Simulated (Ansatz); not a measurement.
# KVF3, space group Pm-3m: a scan of the Hubbard U

Program: the Python package of Ansatz (0.2.0).

Notebook, run cell by cell (the value of a cell's last expression is shown):

In [1]:
```python
from dataclasses import dataclass

import ansatz as az
import numpy as np
```

In [2]:
```python
@dataclass
class Options:
    functional: str = "lda"
    ecut: int = 380
    mesh: tuple[int, ...] = (6, 6, 6)
    smearing_width: float = 0.15
    scf_tol: float = 1e-06
```

In [3]:
```python
opts = Options()
```

In [4]:
```python
def count_gap(report):
    # lowest empty less highest filled band, counting bands; zero where they overlap
    return max(report.get("gap_by_band_count_ev") or 0.0, 0.0)
```

In [5]:
```python
vectors = np.array([
    [4.131, 0.0, 0.0],
    [0.0, 4.131, 0.0],
    [0.0, 0.0, 4.131],
])
structure = (
    az.Lattice.of(vectors)
    .atom("K", [0.0, 0.0, 0.0])
    .atom("V", [0.5, 0.5, 0.5])
    .atom("F", [0.5, 0.5, 0.0])
    .atom("F", [0.0, 0.5, 0.5])
    .atom("F", [0.5, 0.0, 0.5])
    .moments(V=1.0)
)

setup = (
    structure.calculation()
    .functional(opts.functional)
    .basis(opts.ecut, xc_grid=3)
    .accuracy("low")
    .kpoints(*opts.mesh)
    .occupations(az.OccupationsMethod.FERMI_DIRAC, width=opts.smearing_width)
    .spin("collinear")
    .scf(tolerance=opts.scf_tol)
    .band_table()
)
rows = []
for u in [0.0, 1.5, 3.0, 4.5, 6.0]:
    data = setup.hubbard("V", "d", u_eff=u).run(threads=1, pin="off").report
    shell = data["hubbard"]["n_scf"]
    rows.append((u, count_gap(data), sum(shell) / len(shell), max(abs(m) for m in data["site_moments_mub"]), data["n_iterations"]))
print("      U_eff eV  gap by band count eV  V d occupation (projector)  largest moment muB      iterations")
for row in rows:
    print(f"{str(row[0]):>14s}  {row[1]:20.3f}  {row[2]:26.4f}  {row[3]:18.3f}  {row[4]:14d}")
print("eigenvalues of the first occupation matrix at the last U, by spin:")
for channel in data["hubbard"]["n_eig"][0]:
    print("  ", " ".join(f"{n:.3f}" for n in channel))
```
```text
DeckWarning: basis.ecutwfc = 380 eV is below the records' recommended 420 eV, and the density's cutoff is lower with it unless basis.ecutrho_ratio is high enough to keep the records' density cutoff: compare with a run at a higher cutoff
      U_eff eV  gap by band count eV  V d occupation (projector)  largest moment muB      iterations
           0.0                 0.271                      3.6188               2.190              10
           1.5                 1.067                      3.5796               2.205              12
           3.0                 1.786                      3.5408               2.220              12
           4.5                 2.474                      3.5036               2.232              13
           6.0                 3.120                      3.4683               2.242              12
eigenvalues of the first occupation matrix at the last U, by spin:
   0.103 0.103 0.997 0.997 0.997
   0.032 0.032 0.032 0.087 0.087
```

From U = 0 to 6 eV the largest site moment goes from 2.19 to 2.24 μB.

The cutoff lies under the one recommended for these potentials. Other magnetic orders than the one started from may lie lower. Semilocal gaps usually lie well under measured ones. U, its shell and the double counting are chosen to explore, and aren't derived for this compound. With one magnetic atom the cell can hold only ferromagnetic order. An opening on this mesh may only mean that it misses a point where bands touch. The starting cell is as deposited in a crystallographic database; the results hold for this polymorph, which needn't be the stable one. Gaps and levels are Kohn-Sham values on a finite set of k-points. Warnings are shown shortened and without file and line. Shell occupations and the effect of U depend on the projectors; a run with no .spin step is spin-unpolarised, and each U may end in a state that isn't the lowest. It ran for 34 s on 1 thread of Intel(R) Xeon(R) Platinum 8259CL CPU @ 2.50GHz (Skylake/Cascade Lake), with other jobs on the host, peak memory 0.66 GiB.

(Lines on the test bed's own set-up are left out of the output.)
